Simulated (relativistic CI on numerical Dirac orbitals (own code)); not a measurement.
**Ru²⁺: 4p photoemission multiplets**

Wanted: the shape of the 4p photoemission spectrum of Ru²⁺ in 4 surroundings, from the same atomic integrals.

The numbers are computed with relativistic CI on numerical Dirac orbitals (own code) version 1 (Dirac-Coulomb-Breit CI, KLI orbitals optimised for each configuration, model QED (radiative potential, 1s self-energy scaled to tabulated hydrogen-like ionisation energies), valence Slater integrals scaled by 0.9, multiplet model of photoemission in the sudden approximation), except any that are marked as measured or tabulated.

## (1) What is computed

| Quantity | Value |
| --- | --- |
| ion | Ru²⁺ (Ru III) |
| nuclear charge | 44 |
| electrons | 42 |
| configurations | [Kr] 4d6 → [Ar] 3d10 4s2 4p5 4d6 |
| temperature | 300 K |
| widths | Lorentz 1.2 eV, Gauss 0.6 eV |
| surrounding 1 | free ion |
| surrounding 2 | D3d, 10Dq = 29000, Dsigma = -1200, Dtau = -380 cm⁻¹ |
| surrounding 3 | D3d, 10Dq = 29000, Dsigma = -720, Dtau = -380 cm⁻¹ |
| surrounding 4 | D3d, 10Dq = 29000, Dsigma = -240, Dtau = -380 cm⁻¹ |

## (2) Surrounding 1: free ion

Settings, as recorded:

```ini
atom Ru  Z=44  charge=2  electrons=42
nucleus A=102  rms_radius_fm=4.4809
hamiltonian dirac-coulomb  breit=on  qed=on  c_scale=1
orbitals kli  potential=per-configuration
slater_scale 0.9
correlation none
mixing on
configurations
  [Kr] 4d6
  [Ar] 3d10 4s2 4p5 4d6
end
photoemission 4p T=300 lorentz=1.2 gauss=0.6
crystal_field free
```

Results of the run (chosen fields of its result record, rounded):

```text
{
  "status": "converged",
  "curve, one point in 4 above 2 % of the maximum [energy, intensity] [eV; 1/eV]": [
    [63.6, 0.002567],
    [64.4, 0.003272],
    [65.2, 0.004347],
    [66, 0.006121],
    [66.8, 0.009428],
    [67.6, 0.01691],
    [68.4, 0.0403],
    [69.2, 0.1102],
    [70, 0.1054],
    [70.8, 0.1165],
    [71.6, 0.09063],
    [72.4, 0.05208],
    [73.2, 0.05495],
    [74, 0.04262],
    [74.8, 0.03601],
    [75.6, 0.06131],
    [76.4, 0.05456],
    [77.2, 0.02342],
    [78, 0.01527],
    [78.8, 0.01469],
    [79.6, 0.01324],
    [80.4, 0.01127],
    [81.2, 0.008988],
    [82, 0.01141],
    [82.8, 0.01572],
    [83.6, 0.02483],
    [84.4, 0.01969],
    [85.2, 0.0208],
    [86, 0.03696],
    [86.8, 0.06412],
    [87.6, 0.06139],
    [88.4, 0.03028],
    [89.2, 0.0115],
    [90, 0.005894],
    [90.8, 0.003706],
    [91.6, 0.002599]
  ],
  "sticks, the strongest [energy, strength] [eV, share]": [
    [69.44, 0.221],
    [71.04, 0.169],
    [71.36, 0.02787],
    [71.56, 0.01439],
    [72.8, 0.01475],
    [73.18, 0.01776],
    [73.32, 0.01175],
    [73.55, 0.03202],
    [75.96, 0.1221],
    [83.58, 0.02336],
    [86.38, 0.03777],
    [86.98, 0.06623],
    [87.37, 0.03505],
    [87.9, 0.04356]
  ],
  "centroid [eV]": 75.8775,
  "spread [eV]": 6.6961,
  "peak [eV]": 69.6,
  "ground_S": 1.99079,
  "radial 4p5 4d6 [Ha, bohr]": {"<r^-3>(4p)": 75.245, "<r^1>(4p)": 1.1072, "<r^2>(4p)": 1.3989, "<r^4>(4p)": 3.0347, "zeta(4p)": 0.083832, "<r^-3>(4d)": 6.8617, "<r^1>(4d)": 1.4236, "<r^2>(4d)": 2.377, "<r^4>(4d)": 9.8154, "F2(4d,4d)": 0.32172, "F4(4d,4d)": 0.21149, "F2(4p,4d)": 0.35172, "G1(4p,4d)": 0.44098, "G3(4p,4d)": 0.27032, "zeta(4d)": 0.0054089}
}
```

Wall time 1 s (1 thread, shared host).

## (3) Surrounding 2: D3d, 10Dq = 29000, Dsigma = -1200, Dtau = -380

Settings: those of step 2 with these lines changed.

```diff
@@ -12,2 +12,2 @@
 photoemission 4p T=300 lorentz=1.2 gauss=0.6
-crystal_field free
+crystal_field D3d 10Dq=29000 Dsigma=-1200 Dtau=-380
```

From the record:

```text
{
  "status": "converged",
  "curve, one point in 5 above 2 % of the maximum [energy, intensity] [eV; 1/eV]": [
    [68, 0.004775],
    [69, 0.007107],
    [70, 0.01184],
    [71, 0.02413],
    [72, 0.07397],
    [73, 0.225],
    [74, 0.135],
    [75, 0.07589],
    [76, 0.08005],
    [77, 0.06424],
    [78, 0.03918],
    [79, 0.02413],
    [80, 0.01763],
    [81, 0.0183],
    [82, 0.02171],
    [83, 0.02555],
    [84, 0.02476],
    [85, 0.02233],
    [86, 0.02192],
    [87, 0.01297],
    [88, 0.007313],
    [89, 0.006491],
    [90, 0.00569],
    [91, 0.005863]
  ],
  "sticks, the strongest [energy, strength] [eV, share]": [
    [72.86, 0.06122],
    [72.87, 0.04227],
    [72.91, 0.04701],
    [73.13, 0.1061],
    [73.25, 0.1052],
    [73.37, 0.0302],
    [73.68, 0.03832],
    [75.63, 0.03962]
  ],
  "centroid [eV]": 76.1682,
  "spread [eV]": 4.44185,
  "peak [eV]": 73.2,
  "ground_S": 0.0297209
}
```

Wall time 1.1 s (1 thread, shared host).

## (4) Surrounding 3: D3d, 10Dq = 29000, Dsigma = -720, Dtau = -380

Settings: those of step 3 with these lines changed.

```diff
@@ -12,2 +12,2 @@
 photoemission 4p T=300 lorentz=1.2 gauss=0.6
-crystal_field D3d 10Dq=29000 Dsigma=-1200 Dtau=-380
+crystal_field D3d 10Dq=29000 Dsigma=-720 Dtau=-380
```

From the record:

```text
{
  "status": "converged",
  "curve, one point in 5 above 2 % of the maximum [energy, intensity] [eV; 1/eV]": [
    [68, 0.004775],
    [69, 0.007107],
    [70, 0.01184],
    [71, 0.02411],
    [72, 0.07382],
    [73, 0.2256],
    [74, 0.1351],
    [75, 0.07575],
    [76, 0.0801],
    [77, 0.06445],
    [78, 0.03902],
    [79, 0.02409],
    [80, 0.01759],
    [81, 0.01817],
    [82, 0.02169],
    [83, 0.02562],
    [84, 0.0247],
    [85, 0.02225],
    [86, 0.0221],
    [87, 0.01297],
    [88, 0.007287],
    [89, 0.006467],
    [90, 0.005632],
    [91, 0.00597]
  ],
  "sticks, the strongest [energy, strength] [eV, share]": [
    [72.89, 0.0766],
    [72.9, 0.0814],
    [73.02, 0.02307],
    [73.16, 0.09884],
    [73.25, 0.09492],
    [73.67, 0.04016],
    [73.8, 0.02541],
    [75.65, 0.02975]
  ],
  "centroid [eV]": 76.1681,
  "spread [eV]": 4.44137,
  "peak [eV]": 73.2,
  "ground_S": 0.0291301
}
```

Wall time 1.1 s (1 thread, shared host).

## (5) Surrounding 4: D3d, 10Dq = 29000, Dsigma = -240, Dtau = -380

Settings: those of step 4 with these lines changed.

```diff
@@ -12,2 +12,2 @@
 photoemission 4p T=300 lorentz=1.2 gauss=0.6
-crystal_field D3d 10Dq=29000 Dsigma=-720 Dtau=-380
+crystal_field D3d 10Dq=29000 Dsigma=-240 Dtau=-380
```

From the record:

```text
{
  "status": "converged",
  "curve, one point in 5 above 2 % of the maximum [energy, intensity] [eV; 1/eV]": [
    [68, 0.004774],
    [69, 0.007105],
    [70, 0.01183],
    [71, 0.02409],
    [72, 0.07372],
    [73, 0.2258],
    [74, 0.1353],
    [75, 0.07569],
    [76, 0.0802],
    [77, 0.06453],
    [78, 0.03892],
    [79, 0.02413],
    [80, 0.01759],
    [81, 0.01812],
    [82, 0.0217],
    [83, 0.02568],
    [84, 0.02462],
    [85, 0.02218],
    [86, 0.02217],
    [87, 0.013],
    [88, 0.007269],
    [89, 0.006432],
    [90, 0.00558],
    [91, 0.006026]
  ],
  "sticks, the strongest [energy, strength] [eV, share]": [
    [72.83, 0.02486],
    [72.91, 0.09583],
    [72.92, 0.09325],
    [73.19, 0.09085],
    [73.25, 0.07983],
    [73.67, 0.03963],
    [73.79, 0.02454],
    [75.69, 0.05172]
  ],
  "centroid [eV]": 76.1683,
  "spread [eV]": 4.4407,
  "peak [eV]": 73.2,
  "ground_S": 0.0286412
}
```

Wall time 1.1 s (1 thread, shared host).

## (6) Comparison

| surrounding | ground S | centroid (eV) | spread (eV) | up to four highest peaks (% of the highest), eV |
| --- | --- | --- | --- | --- |
| 1: free | 1.99 | 75.88 | 6.70 | 69.6 (100), 71.0 (98), 76.0 (56), 87.2 (55) |
| 2: D3d | 0.03 | 76.17 | 4.44 | 73.2 (100), 75.6 (36), 83.2 (11), 85.8 (10) |
| 3: D3d | 0.03 | 76.17 | 4.44 | 73.2 (100), 75.6 (36), 83.2 (11), 85.8 (10) |
| 4: D3d | 0.03 | 76.17 | 4.44 | 73.2 (100), 75.6 (37), 83.2 (11), 85.8 (10) |

## (7) Results

| quantity | value |
| --- | --- |
| highest peak, first run | 69.6 eV |
| ground spin (effective S from ⟨S²⟩) | 0.03 to 1.99 |

The ground spin changes between the runs (1.99 to 0.03), and the line shape with it. The position of the maximum differs by up to 3.6 eV between the surroundings, by shifts of peaks or by peaks exchanging rank. Energies are those of the free ion without screening by ligands; binding energies in solids differ by tens of eV.
